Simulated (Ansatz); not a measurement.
# Cl₂H₃NOTi: small, medium and large basis sets

One table from this session's results is given with a row withheld; the runs are named, their logs left out.

Program: Ansatz 0.2.0, Gaussian basis. Level of theory: one geometry, several basis sets. These are calculated values, not measurements.

The runs, in order: PBE0-D4/def2-SVP; ωB97M-V/def2-SVP; PBE0-D4/def2-QZVPP; ωB97M-V/def2-QZVPP; the functionals' def2-TZVPP values are taken from earlier runs.

## The relaxed structure

All runs share one geometry, relaxed beforehand with PBE0-D4 in a triple-zeta def2 set.

SMILES `[NH2][Ti]([OH])([Cl])[Cl]`, 8 atoms, charge 0, spin multiplicity 1.

Atoms are counted from 1 here; the program's logs count them from 0.

Bond lengths: N1–Ti2 1.848 Å, N1–H6 1.011 Å, N1–H7 1.011 Å, Ti2–O3 1.757 Å, Ti2–Cl4 2.208 Å, Ti2–Cl5 2.208 Å, O3–H8 0.957 Å. Angles: Ti2–N1–H6 124.1°, Ti2–N1–H7 124.5°, H6–N1–H7 111.4°, N1–Ti2–O3 106.2°, N1–Ti2–Cl4 109.6°, N1–Ti2–Cl5 109.6°, O3–Ti2–Cl4 111.8°, O3–Ti2–Cl5 111.8°, Cl4–Ti2–Cl5 107.9°, Ti2–O3–H8 145.6°.

Set-up of the first run:

File in.yaml:

```yaml
crystal:
  periodic: [false, false, false]
  atoms:
    - {symbol: N, position_ang: [-0.674583, 1.010436, 0.729079]}
    - {symbol: Ti, position_ang: [0.075225, -0.187587, -0.461927]}
    - {symbol: O, position_ang: [1.095534, -1.252144, 0.492694]}
    - {symbol: Cl, position_ang: [-1.525634, -1.298850, -1.500095]}
    - {symbol: Cl, position_ang: [1.236754, 0.910832, -1.985020]}
    - {symbol: H, position_ang: [-0.496643, 1.007405, 1.723889]}
    - {symbol: H, position_ang: [-1.312607, 1.751453, 0.471238]}
    - {symbol: H, position_ang: [1.694053, -1.998744, 0.474342]}
basis:
  gaussian: {orbitals: def2-SVP}
hamiltonian: {xc: pbe0, dispersion: d4}
output: {orbitals: {seedname: orbitals}}
```

Among the steps run: PBE0-D4 in def2-SVP; ωB97M-V in def2-SVP; PBE0-D4 in def2-QZVPP; ωB97M-V in def2-QZVPP.

One table of the session follows, with a row left open; its other results are not shown here.

It belongs to the step «Density functionals: the series». 

```
functional       basis  HOMO (eV)  LUMO (eV)
   PBE0-D4    def2-SVP          ?          ?
   PBE0-D4  def2-TZVPP      -8.11      -2.52
   PBE0-D4  def2-QZVPP      -8.14      -2.55
   ωB97M-V    def2-SVP     -10.10      -0.15
   ωB97M-V  def2-TZVPP     -10.36      -0.31
   ωB97M-V  def2-QZVPP     -10.40      -0.37
```

Q: Estimate the row for PBE0-D4, def2-SVP from the others.

The run gave: HOMO (eV): -7.89; LUMO (eV): -2.42. In the column «HOMO (eV)» it is the highest.
